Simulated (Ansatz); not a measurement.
# AlGaAs2: the cost of one run

Program: Ansatz 0.2.0. Level of theory: reference: DFT, HSE06, plane waves, PAW. These are calculated values, not measurements.

1 further run of the same task is left out (for a known fault of the program).

### Step 1. The structure to begin with

It takes space group P4/mmm (No. 123, tetragonal). The conventional cell has a = 3.747 Å, b = 3.747 Å, c = 5.300 Å, α = 90.00°, β = 90.00°, γ = 90.00°. Around Al (site symmetry 4/mmm) lie 6 As at 2.65 Å. As (site symmetry 4/mmm) has 4 Ga at 2.65 Å and 2 Al at 2.65 Å as nearest neighbours. Ga (site symmetry 4/mmm) has 6 As at 2.65 Å as nearest neighbours. As (site symmetry 4/mmm) has 4 Al at 2.65 Å and 2 Ga at 2.65 Å as nearest neighbours.

As a file:

```cif
data_structure
_symmetry_space_group_name_H-M 'P 1'
_symmetry_Int_Tables_number 1
_cell_length_a 3.7467
_cell_length_b 3.7467
_cell_length_c 5.3000
_cell_angle_alpha 90.000
_cell_angle_beta 90.000
_cell_angle_gamma 90.000
_cell_volume 74.40
loop_
_atom_site_label
_atom_site_type_symbol
_atom_site_fract_x
_atom_site_fract_y
_atom_site_fract_z
_atom_site_occupancy
Al1 Al 0.00000 0.00000 0.00000 1
As1 As 0.00000 0.00000 0.50000 1
Ga1 Ga 0.50000 0.50000 0.50000 1
As2 As 0.50000 0.50000 0.00000 1
```

### Step 2. The reference run

File input.yaml:

```yaml
crystal:
  lattice:
    - [3.7467263224, 0.0, 0.0]
    - [0.0, 3.7467263224, 0.0]
    - [0.0, 0.0, 5.2999952643]
  atoms:
    - { symbol: Al, position: [0.0, 0.0, 0.0] }
    - { symbol: As, position: [0.0, 0.0, 0.5] }
    - { symbol: Ga, position: [0.5, 0.5, 0.5] }
    - { symbol: As, position: [0.5, 0.5, 0.0] }
kpoints:
  mp_grid: { grid: [4, 4, 2] }
hamiltonian:
  xc: hse06
scf:
  occupations: { method: fermi_dirac, width: 0.02 }
  n_extra_bands: 5
output:
  forces: true
  stress: true
  eigenvalues: true
  write_density: true
  write_potential: true
  elf: true
  volumetric_format: npy
```

Command:

```bash
$ ansatz run input.yaml --threads 4 --pin off --max-ram 3686MiB --backend cpu --events-out ev --progress --plain --runs-dir out
```

Q: Estimate wall time and peak memory on 4 threads of Arm Neoverse N1, shared host.

About 49 s, with a peak of 1 GiB.
